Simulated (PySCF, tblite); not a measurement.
# BH₁₂N₃Si₃: geometry, infrared bands and NMR shifts

Wanted: the infrared bands and NMR shifts of BH₁₂N₃Si₃ (`N[SiH2]N([SiH3])BN[SiH3]`), by calculation.

Computed with tblite 0.8.0 and PySCF 2.14.0, with density-fitted response routines of our own, on a single molecule in the gas phase. Atoms count from 0, in the outputs and in this text.

## 1. The starting structure

19 atoms, charge 0, multiplicity 1; geometry from: force field or distance geometry start.

Bonds of the start (Å): N0–Si1 1.79, Si1–N2 1.79, N2–Si3 1.77, N2–B4 1.50, B4–N5 1.53, N5–Si6 1.80, N0–H7 1.04, N0–H8 1.03, Si1–H9 1.46, Si1–H10 1.47, Si3–H11 1.49, Si3–H12 1.47, Si3–H13 1.48, B4–H14 1.19, N5–H15 1.02, Si6–H16 1.48, Si6–H17 1.48, Si6–H18 1.46.

## 2. Geometry optimisation with GFN2-xTB

The job: settings as JSON, then the geometry in Å.

```
{"job": {"kind": "relax", "xc": "GFN2-xTB", "basis": "xTB"}, "charge": 0, "multiplicity": 1}
N     -1.083300     2.142800     0.753000
Si    -1.800100     1.163900    -0.560100
N     -0.746400    -0.271300    -0.758200
Si    -1.506500    -1.773300    -0.220200
B      0.540600     0.039600    -0.059600
N      1.855700     0.072100    -0.843700
Si     3.077900    -0.522900     0.340100
H     -1.156900     1.724300     1.697700
H     -1.347500     3.142400     0.714900
H     -3.191400     0.795000    -0.330700
H     -1.681700     1.949000    -1.797300
H     -0.692000    -2.976400    -0.528700
H     -2.807600    -1.916700    -0.884200
H     -1.780500    -1.771800     1.235800
H      0.491900     0.757400     0.892300
H      1.824900    -0.501000    -1.686500
H      2.825800    -1.970500     0.481500
H      2.723000     0.145400     1.613400
H      4.444300    -0.218800    -0.067000
```

Started as:

```bash
OMP_NUM_THREADS=1 python probes_run.py task.json out
```

The driver reads the jobs from task.json and runs them one after another.

**Question.** This job is followed by: GFN2-xTB harmonic vibrations, gas phase; GIAO PBE0/pcSseg-1 NMR shielding, non-relativistic, gas phase. Predict these results of the whole session: strongest single infrared mode (GFN2-xTB); zero-point energy (GFN2-xTB); 1H shifts against TMS (PBE0/pcSseg-1, means over atoms taken as alike); 15N shifts against NH3 (PBE0/pcSseg-1); 29Si shifts against TMS (PBE0/pcSseg-1); 11B shifts against BF3·OEt2 (PBE0/pcSseg-1).

The runs gave:

| quantity | value |
| --- | --- |
| strongest single infrared mode (GFN2-xTB) | 1362 cm⁻¹, 1163 km/mol |
| zero-point energy (GFN2-xTB) | 78.4 kcal/mol |
| 1H shifts against TMS (PBE0/pcSseg-1, means over atoms taken as alike) | 5.27, 4.87, 4.80, 4.46, 2.35, 0.22 ppm |
| 15N shifts against NH3 (PBE0/pcSseg-1) | 82.5, 68.9, 17.5 ppm |
| 29Si shifts against TMS (PBE0/pcSseg-1) | -24.1, -53.0, -60.0 ppm |
| 11B shifts against BF3·OEt2 (PBE0/pcSseg-1) | 29.2 ppm |

The optimisation took 299 steps and gained 1.818 eV; among the close pairs (by a distance rule), B4–N5 changed most, from 1.531 to 1.411 Å. The lowest mode is imaginary (24i cm⁻¹), so the xTB geometry is not a minimum. The strongest single mode, at 1362 cm⁻¹, moves mainly B4 and N5. GFN2-xTB is a fitted tight-binding method: band positions and strengths are rough. Its intensities can rank the bands wrongly. At PBE0/pcSseg-1: The widest tensor belongs to N2: span 146 ppm, with a paramagnetic part of -134 ppm.
